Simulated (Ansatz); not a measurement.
# B2H4SSi: basis-set convergence

Aim: see how fast density functionals converge with the basis set for B2H4SSi.

Method: one geometry, several basis sets; program: Ansatz 0.2.0, Gaussian basis.

Plan: PBE0-D4/def2-SVP; ωB97M-V/def2-SVP; PBE0-D4/def2-QZVPP; ωB97M-V/def2-QZVPP; the functionals' def2-TZVPP values are taken from earlier runs.

## 1. The geometry

An earlier PBE0-D4 in a triple-zeta def2 set relaxation fixed the geometry.

8 atoms, charge 0, spin multiplicity 1.

Atoms are counted from 1 here; the program's logs count them from 0.

Bond lengths: B1–Si2 1.999 Å, B1–S4 1.810 Å, B1–H5 1.192 Å, Si2–B3 1.999 Å, Si2–H6 1.488 Å, Si2–H7 1.487 Å, B3–S4 1.810 Å, B3–H8 1.192 Å. Angles: Si2–B1–S4 97.3°, Si2–B1–H5 140.6°, S4–B1–H5 121.2°, B1–Si2–B3 72.4°, B1–Si2–H6 125.6°, B1–Si2–H7 108.9°, B3–Si2–H6 125.6°, B3–Si2–H7 108.9°, H6–Si2–H7 110.2°, Si2–B3–S4 97.3°, Si2–B3–H8 140.6°, S4–B3–H8 121.2°, B1–S4–B3 81.5°.

As a file:

```
atom    x (Å)    y (Å)    z (Å)
  B1  -0.8556   0.4887  -0.8595
 Si2   0.6956   0.6677   0.3882
  B3   0.0803  -1.2325   0.4602
  S4  -0.6906  -1.2859  -1.1769
  H5  -1.8064   1.0979  -1.2398
  H6   0.7718   1.5979   1.5472
  H7   1.9491   0.7379  -0.4093
  H8  -0.0520  -2.1288   1.2341
```

## 2. PBE0-D4 in def2-SVP

File in.yaml:

```yaml
crystal:
  periodic: [false, false, false]
  atoms:
    - {symbol: B, position_ang: [-0.855585, 0.488680, -0.859461]}
    - {symbol: Si, position_ang: [0.695553, 0.667740, 0.388158]}
    - {symbol: B, position_ang: [0.080281, -1.232494, 0.460171]}
    - {symbol: S, position_ang: [-0.690576, -1.285875, -1.176891]}
    - {symbol: H, position_ang: [-1.806432, 1.097880, -1.239794]}
    - {symbol: H, position_ang: [0.771831, 1.597856, 1.547200]}
    - {symbol: H, position_ang: [1.949107, 0.737922, -0.409316]}
    - {symbol: H, position_ang: [-0.051979, -2.128808, 1.234132]}
basis:
  gaussian: {orbitals: def2-SVP}
hamiltonian: {xc: pbe0, dispersion: d4}
output: {orbitals: {seedname: orbitals}}
```

Launch:

```
ansatz run in.yaml --threads 2 --pin off --events-out ev --progress --plain --max-ram 4352MiB
```

Log:

```text
Functional definition: PBE0
  name "PBE0"
  cite "Adamo & Barone, J. Chem. Phys. 110, 6158 (1999) doi:10.1063/1.478522"
  cite "Perdew, Burke & Ernzerhof, Phys. Rev. Lett. 77, 3865 (1996) doi:10.1103/PhysRevLett.77.3865"
  parent pbe
  parameter a = 0.25
  parameter kappa = 0.804
  parameter beta = 0.06672455060314922
  exchange = (1 - a)*pbe_x(kappa = kappa, mu = beta*pi^2/3) + a*exact_x
  correlation = pbe_c(beta = beta)
820 factors; integrals over basis functions are off by at most 1.2e-3 eV
mean field evaluation 1: about -20112.8490 eV, gradient 2.1e1 eV
mean field evaluation 2: about -20112.1215 eV, gradient 2.7e1 eV
mean field evaluation 4: about -20114.4259 eV, gradient 1.0e0 eV
mean field evaluation 8: about -20114.4933 eV, gradient 3.1e-2 eV
mean field evaluation 16: about -20114.4934 eV, gradient 1.2e-5 eV
mean field -20114.49335085 eV, -739.1939965506 hartree, gradient 1.2e-5 eV, S^2 0.000000; 0 other end points of the search recorded, 0 dependent functions left out
reference -20114.49337582 eV, -739.1939974681 hartree; 22, 22 occupied and 62, 62 virtual orbitals, 820 factors
Total energy: -20114.66499538 eV, -739.2003043705 hartree
```

Wall time 1.4 s (2 threads of Arm Neoverse V1, shared host).

## 3. ωB97M-V in def2-SVP

in.yaml, as its differences from that of step 2:

```diff
@@ -13,3 +13,3 @@
   gaussian: {orbitals: def2-SVP}
-hamiltonian: {xc: pbe0, dispersion: d4}
+hamiltonian: {xc: {name: wB97M-V}}
 output: {orbitals: {seedname: orbitals}}
```

The command is unchanged.

Log, shortened:

```text
Functional definition: wB97M-V
  name "wB97M-V"
  cite "Mardirossian & Head-Gordon, J. Chem. Phys. 144, 214110 (2016) doi:10.1063/1.4952647"
  cite "Becke, J. Chem. Phys. 107, 8554 (1997) doi:10.1063/1.475007"
  cite "Vydrov & Van Voorhis, J. Chem. Phys. 133, 244103 (2010) doi:10.1063/1.3521275"
  # Of w^i u^j: cxij and so on, Table III.
[...]
  gx(w, u) = 1 - cx + cx01*u + cx10*w
  gss(w, u) = css00 + css04*u^4 + css10*w + css20*w^2 + css43*w^4*u^3
  gos(w, u) = cos00 + cos10*w + (cos20 + cos21*u)*w^2 + (cos60 + cos61*u)*w^6
[...]
      + integral(e_c_pw_mod_opposite_spin*gos(b97_w_opposite, b97_u_opposite)) + vv10(b, c)
820 factors; integrals over basis functions are off by at most 1.2e-3 eV
295 factors; integrals over basis functions are off by at most 1.1e-5 eV
[...]
mean field -20121.42514955 eV, -739.4487354543 hartree, gradient 6.4e-5 eV, S^2 0.000000; 0 other end points of the search recorded, 0 dependent functions left out
reference -20121.42519052 eV, -739.4487369599 hartree; 22, 22 occupied and 62, 62 virtual orbitals, 820 factors
Total energy: -20121.42519052 eV, -739.4487369599 hartree
```

Run time: 6.5 s. Hardware: 2 threads of Arm Neoverse V1, shared host.

## 4. PBE0-D4 in def2-QZVPP

in.yaml, as its differences from that of step 3:

```diff
@@ -12,4 +12,4 @@
 basis:
-  gaussian: {orbitals: def2-SVP}
-hamiltonian: {xc: {name: wB97M-V}}
+  gaussian: {orbitals: "def2-QZVPP.json"}
+hamiltonian: {xc: pbe0, dispersion: d4}
 output: {orbitals: {seedname: orbitals}}
```

Same command.

Log:

```text
Functional definition: PBE0
  name "PBE0"
  cite "Adamo & Barone, J. Chem. Phys. 110, 6158 (1999) doi:10.1063/1.478522"
  cite "Perdew, Burke & Ernzerhof, Phys. Rev. Lett. 77, 3865 (1996) doi:10.1103/PhysRevLett.77.3865"
  parent pbe
  parameter a = 0.25
  parameter kappa = 0.804
  parameter beta = 0.06672455060314922
  exchange = (1 - a)*pbe_x(kappa = kappa, mu = beta*pi^2/3) + a*exact_x
  correlation = pbe_c(beta = beta)
1395 factors; their error is unknown
mean field evaluation 1: about -20119.7873 eV, gradient 3.3e1 eV
mean field evaluation 2: about -20117.5122 eV, gradient 4.4e1 eV
mean field evaluation 4: about -20123.0398 eV, gradient 2.1e0 eV
mean field evaluation 8: about -20123.0650 eV, gradient 2.3e-2 eV
mean field -20123.06500866 eV, -739.5089991649 hartree, gradient 2.8e-5 eV, S^2 0.000000; 0 other end points of the search recorded, 0 dependent functions left out
reference -20123.06504944 eV, -739.5090006634 hartree; 22, 22 occupied and 352, 352 virtual orbitals, 1395 factors
Total energy: -20123.23666899 eV, -739.5153075657 hartree
```

Wall time 9 s (2 threads of Arm Neoverse V1, shared host); peak memory 1.1 GiB.

## 5. ωB97M-V in def2-QZVPP

in.yaml, as its differences from that of step 4:

```diff
@@ -13,3 +13,3 @@
   gaussian: {orbitals: "def2-QZVPP.json"}
-hamiltonian: {xc: pbe0, dispersion: d4}
+hamiltonian: {xc: {name: wB97M-V}}
 output: {orbitals: {seedname: orbitals}}
```

Launched as before.

Log, shortened:

```text
Functional definition: wB97M-V
  name "wB97M-V"
  cite "Mardirossian & Head-Gordon, J. Chem. Phys. 144, 214110 (2016) doi:10.1063/1.4952647"
  cite "Becke, J. Chem. Phys. 107, 8554 (1997) doi:10.1063/1.475007"
  cite "Vydrov & Van Voorhis, J. Chem. Phys. 133, 244103 (2010) doi:10.1063/1.3521275"
  # Of w^i u^j: cxij and so on, Table III.
[...]
  gx(w, u) = 1 - cx + cx01*u + cx10*w
  gss(w, u) = css00 + css04*u^4 + css10*w + css20*w^2 + css43*w^4*u^3
  gos(w, u) = cos00 + cos10*w + (cos20 + cos21*u)*w^2 + (cos60 + cos61*u)*w^6
[...]
      + integral(e_c_pw_mod_opposite_spin*gos(b97_w_opposite, b97_u_opposite)) + vv10(b, c)
1347 factors; their error is unknown
346 factors; integrals over basis functions are off by at most 8.9e-6 eV
[...]
mean field -20130.02960591 eV, -739.7649433932 hartree, gradient 3.8e-5 eV, S^2 0.000000; 0 other end points of the search recorded, 0 dependent functions left out
reference -20130.02967294 eV, -739.7649458565 hartree; 22, 22 occupied and 352, 352 virtual orbitals, 1347 factors
Total energy: -20130.02967294 eV, -739.7649458565 hartree
```

Wall time 24 s (2 threads of Arm Neoverse V1, shared host); peak memory 1.2 GiB.

## 6. Functionals by basis

The def2-TZVPP values come from earlier runs at the same geometry.

```
functional       basis  functions  energy (eV)  from the largest (eV)  HOMO (eV)  LUMO (eV)
   PBE0-D4    def2-SVP         84  -20114.6650                  8.572      -7.71      -2.15
   PBE0-D4  def2-TZVPP        202  -20122.5734                  0.663      -7.69      -2.23
   PBE0-D4  def2-QZVPP        374  -20123.2367                  0.000      -7.70      -2.25
   ωB97M-V    def2-SVP         84  -20121.4252                  8.604      -9.77      -0.05
   ωB97M-V  def2-TZVPP        202  -20129.4103                  0.619      -9.79      -0.21
   ωB97M-V  def2-QZVPP        374  -20130.0297                  0.000      -9.80      -0.26
```

## 7. Summary of results

```
                                       quantity          value
PBE0-D4: double and triple zeta above quadruple  8.57, 0.66 eV
ωB97M-V: double and triple zeta above quadruple  8.60, 0.62 eV
```

**Reading.** For PBE0-D4 the step from double to triple zeta gains 7.91 eV and the next only 0.66 eV. Total energies overstate the basis error of differences, where much of it tends to cancel.

For PBE0-D4 the largest set took about 7 times as long as the smallest (9 s against 1.4 s).
